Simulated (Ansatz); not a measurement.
Zn3H:

```
Zn H
1.0
     0.00000    2.99658    2.99658
     2.99658    0.00000    2.99658
     2.99658    2.99658    0.00000
Zn H
3 1
Direct
  0.50000 0.50000 0.50000
  0.25000 0.25000 0.25000
  0.75000 0.75000 0.75000
  0.00000 0.00000 0.00000
```

The cell was built by a generator and needn't be a form met in nature.

Base run:

| Quantity | Value |
| --- | --- |
| Program | Ansatz 0.2.0 |
| Functional | RPBE |
| Potentials or basis | Ansatz PAW |
| Cutoff | 420 eV (not typed: the program's choice for these potentials) |
| k mesh | 6 × 6 × 6 |
| Occupations | fermi-dirac, width 0.05 eV |
| Spin | no spin polarisation |

Its results: band gap on the k mesh none (metal or under the smearing width); pressure 2.7 GPa.

**Question.** After a change of settings the same cell gave: band gap on the k mesh none (metal or under the smearing width); pressure 0.0 GPa. Which change was it?
A. functional from RPBE to LDA
B. functional from RPBE to PBE
C. functional from RPBE to BLYP
D. functional from RPBE to revPBE

**Answer.** B.

PBE binds more tightly than RPBE, so the same cell stands under less pressure.

Caveats: the PAW data sets come from PBE, with cores solved anew for the run's functional, which leaves a small shift of forces and pressure (some runs).
